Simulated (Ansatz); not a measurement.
**UPBE/aug-cc-pVDZ run of GaCl2O (SMILES [O][Ga]([Cl])[Cl])**

Aim: the electronic atomisation energy of GaCl2O at UPBE/aug-cc-pVDZ, from 4 runs. 

The results are computed with Ansatz 0.2.0.

47 further runs of the same task are left out: 5 that didn't finish, 42 set aside as unsound or not needed.

## 1. The molecule

GaCl2O: 4 atoms, total charge 0, spin state doublet. As SMILES, `[O][Ga]([Cl])[Cl]`. The shape is that of a PBE0-D4/def2-TZVP optimisation.

Bond lengths: O1–Ga2 1.794 Å, Ga2–Cl3 2.110 Å, Ga2–Cl4 2.110 Å. Angles: O1–Ga2–Cl3 118.5°, O1–Ga2–Cl4 118.5°, Cl3–Ga2–Cl4 123.0°.

## 2. A single-point energy at UPBE/aug-cc-pVDZ

File run.yaml:

```yaml
crystal:
  periodic: [false, false, false]
  atoms:
    - {symbol: O, position_ang: [0.746300, 1.055700, 1.312100]}
    - {symbol: Ga, position_ang: [0.035800, 0.016900, 0.034200]}
    - {symbol: Cl, position_ang: [0.760400, -1.952900, -0.180900]}
    - {symbol: Cl, position_ang: [-1.486800, 0.819800, -1.185700]}
basis:
  gaussian:
    orbitals: aug-cc-pVDZ
output: {orbitals: {seedname: orbitals}}
magnetization:
  spin_polarized: true
  initial_magnetization: 1
hamiltonian:
  xc: {name: PBE}
accuracy: high
```

The run is started by

```bash
$ ansatz run run.yaml --threads 1 --pin off --max-ram 3480MiB --events-out events.jsonl --progress --plain --runs-dir runs
```

Standard output:

```text
Warning: RAYON_NUM_THREADS=1 ignored (pool sized by the plan → 1); use --threads N
Functional definition: PBE
  name "PBE"
  parameter kappa = 0.804
  parameter beta = 0.06672455060314922
  exchange = pbe_x(kappa = kappa, mu = beta*pi^2/3)
  correlation = pbe_c(beta = beta)
2216 factors; integrals over basis functions are off by at most 3.7e-9 eV
mean field evaluation 1: about -79432.4541 eV, gradient 5.9e1 eV
mean field evaluation 2: about -79178.9607 eV, gradient 1.5e2 eV
mean field evaluation 4: about -79450.1402 eV, gradient 1.2e1 eV
mean field evaluation 8: about -79451.0789 eV, gradient 9.1e-2 eV
mean field evaluation 16: about -79451.0809 eV, gradient 2.4e-4 eV
mean field evaluation 32: about -79446.2638 eV, gradient 2.3e1 eV
mean field -79451.08094165 eV, -2919.7733707287 hartree, gradient 6.7e-8 eV, S^2 0.753882; 6 other end points of the search recorded, 0 dependent functions left out
reference -79451.08094596 eV, -2919.7733708872 hartree; 37, 36 occupied and 76, 77 virtual orbitals, 2216 factors
Total energy: -79451.08094596 eV, -2919.7733708872 hartree
```

Run time: 38 s. Hardware: 1 thread of Arm Neoverse V2, shared host; peak memory 0.45 GiB.

## 3. The Cl atom at the same level

File molecule.yaml:

```yaml
crystal:
  periodic: [false, false, false]
  atoms:
    - {symbol: Cl, position_ang: [0.000000, 0.000000, 0.000000]}
basis:
  gaussian: {orbitals: aug-cc-pVDZ}
hamiltonian: {xc: {name: PBE}}
magnetization: {spin_polarized: true, initial_magnetization: 1}
accuracy: high
```

Run the same way, it converges to -459.95219 Eh (log not shown).

## 4. The Ga atom at the same level

File in.yaml:

```yaml
crystal:
  periodic: [false, false, false]
  atoms:
    - {symbol: Ga, position_ang: [0.000000, 0.000000, 0.000000]}
basis:
  gaussian:
    orbitals: aug-cc-pVDZ
magnetization:
  spin_polarized: true
  initial_magnetization: 1
hamiltonian:
  xc: pbe
accuracy: high
```

The run is started by

```bash
$ ansatz run in.yaml --threads 1 --pin off --max-ram 3480MiB --events-out events.jsonl --progress --plain --runs-dir runs
```

Standard output:

```text
Warning: RAYON_NUM_THREADS=1 ignored (pool sized by the plan → 1); use --threads N
Functional definition: PBE
  name "PBE"
  parameter kappa = 0.804
  parameter beta = 0.06672455060314922
  exchange = pbe_x(kappa = kappa, mu = beta*pi^2/3)
  correlation = pbe_c(beta = beta)
347 factors; integrals over basis functions are off by at most 3.6e-9 eV
mean field evaluation 1: about -52367.8217 eV, gradient 3.6e0 eV
mean field evaluation 2: about -52367.9033 eV, gradient 1.5e0 eV
mean field evaluation 4: about -52367.9116 eV, gradient 2.6e-1 eV
mean field evaluation 8: about -52367.9048 eV, gradient 2.9e-3 eV
mean field evaluation 16: about -52367.9048 eV, gradient 5.0e-8 eV
mean field evaluation 32: about -52367.9099 eV, gradient 3.7e-1 eV
mean field -52367.90476896 eV, -1924.4850040186 hartree, gradient 6.1e-9 eV, S^2 0.752189; 3 other end points of the search recorded, 0 dependent functions left out
reference -52367.90477359 eV, -1924.4850041887 hartree; 16, 15 occupied and 20, 21 virtual orbitals, 347 factors
Total energy: -52367.90477359 eV, -1924.4850041887 hartree
```

Run time: 3.9 s. Hardware: 1 thread of Arm Neoverse V2, shared host; peak memory 0.1 GiB.

## 5. The O atom, same level

File molecule.yaml:

```yaml
crystal:
  periodic: [false, false, false]
  atoms:
    - symbol: O
      position_ang: [0.000000, 0.000000, 0.000000]
basis:
  gaussian:
    orbitals: aug-cc-pVDZ
magnetization:
  spin_polarized: true
  initial_magnetization: 2
hamiltonian:
  xc: {name: PBE}
accuracy: high
```

Run the same way, it converges to -74.99113 Eh (log not shown).

## 6. What came out

At UPBE/aug-cc-pVDZ:

| quantity | value |
| --- | --- |
| molecule: total energy | -2919.77337 Eh |
| molecule: HOMO energy (highest over α and β) | -7.80 eV |
| molecule: LUMO energy (lowest over α and β) | -6.84 eV |
| molecule: ⟨S²⟩ | 0.754 |
| Cl atom: total energy | -459.95219 Eh |
| Cl atom: ⟨S²⟩ | 0.752 |
| Ga atom: total energy | -1924.48500 Eh |
| Ga atom: ⟨S²⟩ | 0.752 |
| O atom: total energy | -74.99113 Eh |
| O atom: ⟨S²⟩ | 2.003 |
| electronic atomisation energy | 10.690 eV |

What this shows: Taking the molecule apart into free atoms costs 10.69 eV (1031 kJ/mol), before zero-point energy and without spin-orbit coupling.
